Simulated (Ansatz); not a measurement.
**InSbClO2: a short molecular-dynamics run**

Aim: set InSbClO2 (a randomly packed cell, 10 atoms, not relaxed) in motion for 40 steps of 0.5 fs under a Langevin thermostat at 600 K, and see how temperature, energy and positions respond.

Program: Ansatz 0.2.0. Level of theory: DFT PBE, plane waves, PAW, scalar-relativistic, no spin polarisation. These are calculated values, not measurements.

## 1. Starting point

The cell holds 10 atoms (Cl2In2O4Sb2): a = 6.353 Å, b = 6.548 Å, c = 4.903 Å, α = 103.33°, β = 69.32°, γ = 96.66°.

Structure file:

```
In Sb O Cl
1.0
     5.20266   -0.63291    3.59139
     0.24244    6.52066   -0.54553
    -1.21379   -0.69688    4.69849
In Sb O Cl
2 2 4 2
Cartesian
  2.2661 4.2326 2.4022
  3.5288 3.9685 5.2109
  0.3587 2.2299 1.1437
  3.2080 1.3119 6.6704
  0.4264 6.0267 1.9322
  4.0720 -0.9307 7.6327
  2.4611 1.9715 3.7751
  0.1430 4.8467 4.6348
  3.3809 -0.1386 4.2480
  2.2359 0.3534 2.0061
```

## 2. Dynamics

input.yaml

```yaml
crystal:
  lattice:
    - [5.202659, -0.63291, 3.591388]
    - [0.242442, 6.52066, -0.545534]
    - [-1.213789, -0.696875, 4.698487]
  atoms:
    - { symbol: In, position: [0.45895, 0.719733, 0.24403] }
    - { symbol: In, position: [0.782812, 0.748454, 0.597606] }
    - { symbol: Sb, position: [0.100515, 0.374182, 0.210039] }
    - { symbol: Sb, position: [0.798256, 0.36978, 0.852456] }
    - { symbol: O, position: [0.134715, 0.982461, 0.422338] }
    - { symbol: O, position: [0.985093, 0.046609, 0.87693] }
    - { symbol: O, position: [0.553882, 0.401709, 0.426737] }
    - { symbol: O, position: [0.204345, 0.862554, 0.930395] }
    - { symbol: Cl, position: [0.729049, 0.087657, 0.357034] }
    - { symbol: Cl, position: [0.447473, 0.108042, 0.097471] }
kpoints:
  mp_grid: { grid: [3, 3, 3] }
magnetization:
  spin_polarized: false
scf:
  occupations: { method: cold, width: 0.15 }
hamiltonian:
  pseudopotentials: { kind: paw }
  xc: pbe
basis:
  ecutwfc: 420
md:
  timestep: 0.5
  n_steps: 40
  ensemble: nvt_langevin
  temperature: 600.0
  initial_velocities: maxwell_boltzmann
  seed: 248292
```

Started as:

```sh
$ ansatz run input.yaml --threads 2 --pin off --max-ram 2560MiB --backend cpu --events-out ev --progress --plain --runs-dir out
```

Standard output, shortened:

```text
Warning: md: disabling space-group detection — thermal motion breaks the input geometry's symmetry, so no spatial operation reduces the k-mesh or symmetrises the density; time reversal is kept, so that k and −k are solved as one point where they differ and the mesh holds both, and exact [...]
Warning: RAYON_NUM_THREADS=2 ignored (pool sized by the plan → 2); use --threads N
[...]
Pseudopotentials: kind: paw
Pseudopotential: In, paw, valence charge 13, recommended cutoff 420 eV (normal), In.paw.azcp
Pseudopotential: Sb, paw, valence charge 15, recommended cutoff 420 eV (normal), Sb.paw.azcp
Pseudopotential: O, paw, valence charge 6, recommended cutoff 420 eV (normal), O.paw.azcp
Pseudopotential: Cl, paw, valence charge 7, recommended cutoff 420 eV (normal), Cl.paw.azcp
Functional definition: PBE
[...]
Crystal: 10 atoms, lattice volume = 185.537 Å³
Basis set: ecut = 420 eV, 3607 PW (Γ), exchange–correlation on 90×90×72 points (8 copies of the dense FFT grid, shifted against one another)
Bands: 57, of which v1, the nominal top of the filled ones, is band 47 counted from 1 (46 counted from 0)
Symmetry: 1 space group operations
k-points: 14 of 27 (time reversal used)
[...]
SCF iter   1: F=—  HF=-28578.240626 eV  |F-HF|=—  |Δ(HF+E_count)|=         —  Δρ=8.07e-3  dr2=1.08e-1  ethr=1.77e-3  ⟨swp⟩=6.6  Hψ=3245  notcnv=0
[...]
md step     0: t =     0.00 fs  T =   540.0 K  F+E_penalty+E_count = -28578.22673599 eV  E_kin = 0.698004 eV  (10 SCF iters)
[...]
md step    10: t =     5.00 fs  T =   553.7 K  F+E_penalty+E_count = -28578.43801344 eV  E_kin = 0.715725 eV  (8 SCF iters)
[...]
md step    20: t =    10.00 fs  T =   913.2 K  F+E_penalty+E_count = -28578.96191731 eV  E_kin = 1.180403 eV  (8 SCF iters)
[...]
md step    30: t =    15.00 fs  T =  1438.2 K  F+E_penalty+E_count = -28579.77696540 eV  E_kin = 1.859020 eV  (8 SCF iters)
[...]
md step    39: t =    19.50 fs  T =  2056.3 K  F+E_penalty+E_count = -28580.70050671 eV  E_kin = 2.658031 eV  (5 SCF iters)
[...]
md step    40: t =    20.00 fs  T =  2117.5 K  F+E_penalty+E_count = -28580.81085139 eV  E_kin = 2.737118 eV  (8 SCF iters)
SCF converged after 8 iterations
Stability not checked: this state was not tested for a lower state beside it, because cold or Methfessel-Paxton smearing, or corrected tetrahedra, fill the levels in a way that the test cannot read (fill_not_monotonic; see scf.lower_state_search)
Free energy (F): -28580.810851 eV
[...]
E sigma→0 (E₀):  -28580.817725 eV
Entropy (-TS):   0.020620 eV (2.062 meV/atom)
Fermi energy:    7.727463 eV
Step filling:    the computed levels leave a gap of 0.0077 eV = 0.1 smearing widths at the electron count; against every level under it full and every level over it empty, smearing changes F+E_penalty+E_count by +11.102 meV and its σ→0 estimate by +4.229 meV
[...]
--- Forces (eV/Å), atoms counted from 1 ---
  atom   1  In    -1.13826970     0.42159375    -0.21329071
  atom   2  In     0.36642965     0.93523390     0.20693716
  atom   3  Sb     1.07926789    -0.85068930    -0.81746150
  atom   4  Sb    -0.29410910    -1.25987784     1.10425996
  atom   5  O     -0.47684038    -1.17143102     0.23076886
  atom   6  O      0.13549002     1.30955827    -0.92418912
  atom   7  O      0.91158017     2.55271756    -0.22621311
  atom   8  O     -0.05737125    -1.33233612     1.15546847
[...]
--- MD trajectory: 40 steps, t = 0.0 → 20.0 fs ---
  final state: T = 2117.5 K   F+E_penalty+E_count = -28580.81085139 eV   E_kin = 2.737118 eV
```

It took 6.1 min on 2 threads of Arm Neoverse N1, shared host; peak memory 0.62 GiB.

## 3. The trajectory

One step in 2; energies are changes from step 0; msd is the mean square displacement from the start, the centre of mass held:

| time (fs) | T (K) | potential energy change (meV/atom) | msd O (Å²) | msd Cl (Å²) | msd In (Å²) | msd Sb (Å²) |
| --- | --- | --- | --- | --- | --- | --- |
| 0.0 | 540 | 0.0 | 0.000 | 0.000 | 0.000 | 0.000 |
| 1.0 | 498 | -1.3 | 0.000 | 0.000 | 0.000 | 0.000 |
| 2.0 | 528 | -3.8 | 0.000 | 0.000 | 0.000 | 0.000 |
| 3.0 | 531 | -8.2 | 0.001 | 0.000 | 0.000 | 0.000 |
| 4.0 | 540 | -14.2 | 0.001 | 0.000 | 0.000 | 0.000 |
| 5.0 | 554 | -21.1 | 0.002 | 0.000 | 0.000 | 0.000 |
| 6.0 | 592 | -29.1 | 0.003 | 0.000 | 0.001 | 0.000 |
| 7.0 | 679 | -38.5 | 0.004 | 0.001 | 0.001 | 0.001 |
| 8.0 | 729 | -49.4 | 0.006 | 0.001 | 0.001 | 0.001 |
| 9.0 | 829 | -60.9 | 0.008 | 0.001 | 0.001 | 0.001 |
| 10.0 | 913 | -73.5 | 0.011 | 0.001 | 0.002 | 0.001 |
| 11.0 | 1006 | -87.3 | 0.014 | 0.002 | 0.002 | 0.001 |
| 12.0 | 1111 | -102.6 | 0.017 | 0.002 | 0.003 | 0.001 |
| 13.0 | 1229 | -119.1 | 0.022 | 0.003 | 0.003 | 0.002 |
| 14.0 | 1400 | -136.5 | 0.027 | 0.004 | 0.003 | 0.002 |
| 15.0 | 1438 | -155.0 | 0.033 | 0.005 | 0.004 | 0.002 |
| 16.0 | 1572 | -174.2 | 0.041 | 0.006 | 0.005 | 0.003 |
| 17.0 | 1685 | -194.3 | 0.049 | 0.008 | 0.005 | 0.003 |
| 18.0 | 1755 | -215.1 | 0.059 | 0.010 | 0.006 | 0.003 |
| 19.0 | 1950 | -236.5 | 0.070 | 0.012 | 0.006 | 0.003 |
| 20.0 | 2118 | -258.4 | 0.083 | 0.014 | 0.007 | 0.004 |

time (fs), T (K) and a bar:
```
      0.0        540 #
      1.0        498 
      1.5        492 
      2.5        553 #
      3.5        530 #
      4.5        555 #
      5.0        554 #
      6.0        592 ##
      7.0        679 ###
      8.0        729 ####
      8.5        749 #####
      9.5        886 #######
     10.5        943 ########
     11.5       1068 ###########
     12.0       1111 ###########
     13.0       1229 ##############
     14.0       1400 #################
     15.0       1438 #################
     15.5       1488 ##################
     16.5       1644 #####################
     17.5       1729 #######################
     18.5       1871 #########################
     19.0       1950 ###########################
     20.0       2118 ##############################
```

## 4. Positions and forces

Extended XYZ, with forces in eV/Å:

```xyz
10
Lattice="5.203 -0.633 3.591 0.242 6.521 -0.546 -1.214 -0.697 4.698" Properties=species:S:1:pos:R:3:forces:R:3 pbc="T T T" time_fs=2.5 T=553 dE=-0.0575
In    2.260    4.234    2.398   -1.376    0.114    0.002
In    3.539    3.967    5.214    0.893    0.958    0.232
Sb    0.348    2.235    1.146    0.522   -0.409   -0.504
Sb    3.211    1.308    6.672   -0.118   -0.799    0.831
O     0.439    6.011    1.928   -1.640   -1.388    0.828
O     4.089   -0.904    7.633    1.234    0.773   -1.646
O     2.454    1.978    3.767    0.527    2.459   -0.260
O     0.125    4.832    4.639    0.484   -0.627    0.744
Cl    3.385   -0.136    4.246   -0.648   -2.019    1.957
Cl    2.245    0.348    2.002    0.122    0.938   -2.183
10
Lattice="5.203 -0.633 3.591 0.242 6.521 -0.546 -1.214 -0.697 4.698" Properties=species:S:1:pos:R:3:forces:R:3 pbc="T T T" time_fs=5.0 T=554 dE=-0.2113
In    2.252    4.236    2.393   -1.333    0.133    0.001
In    3.548    3.966    5.219    0.853    0.995    0.208
Sb    0.339    2.240    1.148    0.597   -0.479   -0.566
Sb    3.215    1.305    6.673   -0.170   -0.859    0.867
O     0.443    5.992    1.931   -1.582   -1.416    0.763
O     4.109   -0.876    7.631    1.154    0.865   -1.597
O     2.451    1.994    3.755    0.547    2.494   -0.263
O     0.110    4.820    4.644    0.448   -0.700    0.811
Cl    3.386   -0.137    4.247   -0.643   -2.005    1.974
Cl    2.254    0.346    1.996    0.130    0.972   -2.198
10
Lattice="5.203 -0.633 3.591 0.242 6.521 -0.546 -1.214 -0.697 4.698" Properties=species:S:1:pos:R:3:forces:R:3 pbc="T T T" time_fs=7.5 T=740 dE=-0.4382
In    2.243    4.237    2.387   -1.289    0.163   -0.007
In    3.559    3.966    5.222    0.809    1.019    0.191
Sb    0.330    2.243    1.148    0.669   -0.542   -0.620
Sb    3.219    1.301    6.676   -0.221   -0.910    0.905
O     0.439    5.971    1.936   -1.497   -1.430    0.712
O     4.130   -0.848    7.626    1.054    0.954   -1.555
O     2.452    2.019    3.742    0.587    2.532   -0.273
O     0.096    4.807    4.651    0.410   -0.787    0.878
Cl    3.388   -0.139    4.250   -0.651   -1.969    1.950
Cl    2.262    0.347    1.984    0.129    0.970   -2.181
10
Lattice="5.203 -0.633 3.591 0.242 6.521 -0.546 -1.214 -0.697 4.698" Properties=species:S:1:pos:R:3:forces:R:3 pbc="T T T" time_fs=10.0 T=913 dE=-0.7352
In    2.235    4.236    2.380   -1.249    0.203   -0.022
In    3.571    3.965    5.225    0.753    1.041    0.178
Sb    0.322    2.246    1.147    0.742   -0.609   -0.676
Sb    3.220    1.296    6.678   -0.268   -0.984    0.949
O     0.434    5.948    1.943   -1.383   -1.430    0.654
O     4.149   -0.813    7.620    0.918    1.065   -1.502
O     2.455    2.053    3.729    0.642    2.566   -0.285
O     0.084    4.788    4.660    0.369   -0.895    0.961
Cl    3.387   -0.143    4.258   -0.660   -1.909    1.881
Cl    2.268    0.348    1.968    0.136    0.952   -2.138
10
Lattice="5.203 -0.633 3.591 0.242 6.521 -0.546 -1.214 -0.697 4.698" Properties=species:S:1:pos:R:3:forces:R:3 pbc="T T T" time_fs=12.5 T=1181 dE=-1.1068
In    2.227    4.234    2.372   -1.210    0.247   -0.048
In    3.582    3.964    5.227    0.682    1.048    0.169
Sb    0.312    2.248    1.145    0.821   -0.682   -0.730
Sb    3.221    1.292    6.681   -0.306   -1.067    0.991
O     0.421    5.923    1.948   -1.208   -1.409    0.574
O     4.168   -0.769    7.613    0.753    1.172   -1.414
O     2.462    2.097    3.717    0.710    2.589   -0.288
O     0.073    4.767    4.671    0.298   -1.005    1.045
Cl    3.386   -0.150    4.269   -0.684   -1.807    1.769
Cl    2.275    0.349    1.948    0.143    0.914   -2.067
10
Lattice="5.203 -0.633 3.591 0.242 6.521 -0.546 -1.214 -0.697 4.698" Properties=species:S:1:pos:R:3:forces:R:3 pbc="T T T" time_fs=15.0 T=1438 dE=-1.5502
In    2.219    4.232    2.364   -1.181    0.289   -0.086
In    3.593    3.965    5.229    0.594    1.030    0.170
Sb    0.302    2.250    1.144    0.911   -0.741   -0.776
Sb    3.221    1.288    6.682   -0.330   -1.134    1.040
O     0.404    5.892    1.954   -0.988   -1.346    0.484
O     4.189   -0.724    7.603    0.563    1.227   -1.294
O     2.475    2.153    3.704    0.789    2.602   -0.276
O     0.064    4.740    4.681    0.193   -1.113    1.099
Cl    3.381   -0.159    4.281   -0.691   -1.682    1.619
Cl    2.283    0.351    1.926    0.141    0.868   -1.980
10
Lattice="5.203 -0.633 3.591 0.242 6.521 -0.546 -1.214 -0.697 4.698" Properties=species:S:1:pos:R:3:forces:R:3 pbc="T T T" time_fs=17.5 T=1729 dE=-2.0465
In    2.211    4.230    2.358   -1.156    0.338   -0.136
In    3.604    3.966    5.230    0.487    0.988    0.185
Sb    0.293    2.251    1.143    0.999   -0.794   -0.796
Sb    3.220    1.282    6.685   -0.332   -1.195    1.071
O     0.386    5.859    1.962   -0.748   -1.263    0.376
O     4.215   -0.678    7.591    0.352    1.258   -1.132
O     2.492    2.217    3.694    0.862    2.594   -0.257
O     0.054    4.709    4.692    0.066   -1.220    1.129
Cl    3.375   -0.170    4.298   -0.687   -1.542    1.420
Cl    2.291    0.351    1.902    0.156    0.836   -1.859
10
Lattice="5.203 -0.633 3.591 0.242 6.521 -0.546 -1.214 -0.697 4.698" Properties=species:S:1:pos:R:3:forces:R:3 pbc="T T T" time_fs=20.0 T=2118 dE=-2.5841
In    2.204    4.227    2.351   -1.138    0.422   -0.213
In    3.615    3.969    5.232    0.366    0.935    0.207
Sb    0.284    2.249    1.141    1.079   -0.851   -0.817
Sb    3.219    1.276    6.689   -0.294   -1.260    1.104
O     0.366    5.822    1.971   -0.477   -1.171    0.231
O     4.241   -0.625    7.575    0.135    1.310   -0.924
O     2.514    2.288    3.682    0.912    2.553   -0.226
O     0.038    4.675    4.711   -0.057   -1.332    1.155
Cl    3.366   -0.182    4.315   -0.676   -1.411    1.211
Cl    2.302    0.353    1.875    0.150    0.806   -1.728
```

## 5. What came out

| quantity | value |
| --- | --- |
| length | 40 steps of 0.5 fs |
| temperature, first and last step | 540 and 2118 K |
| temperature, second half | mean 1469 K, from 913 to 2118 K |
| potential energy, second half | -159 meV/atom from the start |
| mean square displacement, second half | O 0.038, Cl 0.006, In 0.004, Sb 0.002 Å² |

What this shows: Against a set 600 K the second half averages 1469 K, going from 913 to 2118 K over that half; the potential energy of that half lies 159 meV/atom under the start, so the atoms have moved to lower-lying arrangements, and the energy set free heats the cell. Over the second half O atoms stand 0.2 Å (root mean square) from where they began, and the farthest move is 0.4 Å. A run of 20 fs with 10 atoms shows the motion but fixes no equilibrium value. The k-mesh is coarse.
